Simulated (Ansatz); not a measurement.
# ZnSe: properties at the relaxed cell

An exercise on one series of results from a longer session: the logs are not shown, and one member is left open.

Computed with Ansatz 0.2.0 (DFT r2SCAN, scalar-relativistic, plane waves, PAW, unless a step's input says otherwise).

1 further run of the same task is left out (set aside as unsound or not needed).

**The system as given**

It takes space group F-43m (No. 216, cubic). The conventional cell has a = 5.666 Å, b = 5.666 Å, c = 5.666 Å, α = 90.00°, β = 90.00°, γ = 90.00°. Zn (site symmetry -43m) has 4 Se at 2.45 Å as nearest neighbours. Se (site symmetry -43m) has 4 Zn at 2.45 Å as nearest neighbours.

Coordinates:

```
Zn Se
1.0
     0.00000    2.83295    2.83295
     2.83295    0.00000    2.83295
     2.83295    2.83295    0.00000
Zn Se
1 1
Direct
  0.00000 0.00000 0.00000
  0.25000 0.25000 0.25000
```

This cell was relaxed beforehand with the same method: volume 22.74 Å³/atom, gap on the mesh 1.87 eV.

The first run:

File input.yaml:

```yaml
crystal:
  lattice:
    - [0.0, 2.8329452543, 2.8329452543]
    - [2.8329452543, 0.0, 2.8329452543]
    - [2.8329452543, 2.8329452543, 0.0]
  atoms:
    - { symbol: Zn, position: [0.0, 0.0, 0.0] }
    - { symbol: Se, position: [0.25, 0.25, 0.25] }
basis:
  ecutwfc: 500
kpoints:
  mp_grid: { grid: [8, 8, 8] }
  band_path:
    path:
      - [[0.0, 0.0, 0.0], [-0.5, -0.5, 0.0], [-0.375, -0.375, 0.25]]
      - [[-0.375, 0.0, 0.375], [0.0, 0.0, 0.0], [0.0, 0.0, 0.5], [-0.5, -0.25, 0.25], [-0.5, -0.5, 0.0]]
    npoints: 14
hamiltonian:
  xc: r2scan
scf:
  occupations: { method: gaussian, width: 0.02 }
  n_extra_bands: 6
output:
  forces: true
  stress: true
  eigenvalues: true
  populations: true
  dos: { projected: true, de: 0.02, nscf_kmesh: { grid: [12, 12, 12] } }
  bader: true
  write_density: true
  write_potential: true
  elf: true
  volumetric_format: npy
```

Command:

```sh
> ansatz run input.yaml --threads 1 --pin off --max-ram 2560MiB --backend cpu --events-out ev --progress --plain --runs-dir out
```

Steps of the session up to this table: Electronic structure at the relaxed geometry; Seeking the band edges over the whole zone; Eigenvalues a small step from each edge; Back to the database's cell; Dielectric function, independent particles; The cell scaled to 0.97 of its volume; Volume × 1.03; The cell scaled to 0.94 of its volume; The cell scaled to 1.06 of its volume; Volume × 0.91; Point at V/V0 = 1.10; Volume × 0.88.

One table of the session follows, with a row left open; its other results are not shown here.

```
volume (Å³/atom)  energy above the lowest point (meV/atom)  pressure (GPa)  gap on the mesh (eV)
          20.008                                      83.7           11.05                  2.44
          20.690                                      44.2            7.57                  2.28
          21.372                                         ?               ?                     ?
          22.054                                       4.3            2.11                  2.00
          22.736                                       0.0           -0.02                  1.87
          23.418                                       4.0           -1.82                  1.74
          24.100                                      15.1           -3.36                  1.62
          25.010                                      39.2           -5.05                  1.47
```

**Question.** Estimate the row for volume (Å³/atom) = 21.372.

Worked estimate for «energy above the lowest point (meV/atom)». A straight line through the neighbours (20.690, 44.2) and (22.054, 4.3) gives 44.2 + (4.3 − 44.2) × (21.372 − 20.690) / (22.054 − 20.690) = 24.2; a parabola fitted to 4 rows on both sides gives 18.4.

**Answer.** energy above the lowest point (meV/atom): 18.5; pressure (GPa): 4.61; gap on the mesh (eV): 2.14. In «energy above the lowest point (meV/atom)» the line misses by +5.7 and the parabola by -0.1.

Caveats from the session: It is a Kohn-Sham gap, without temperature or zero-point motion.
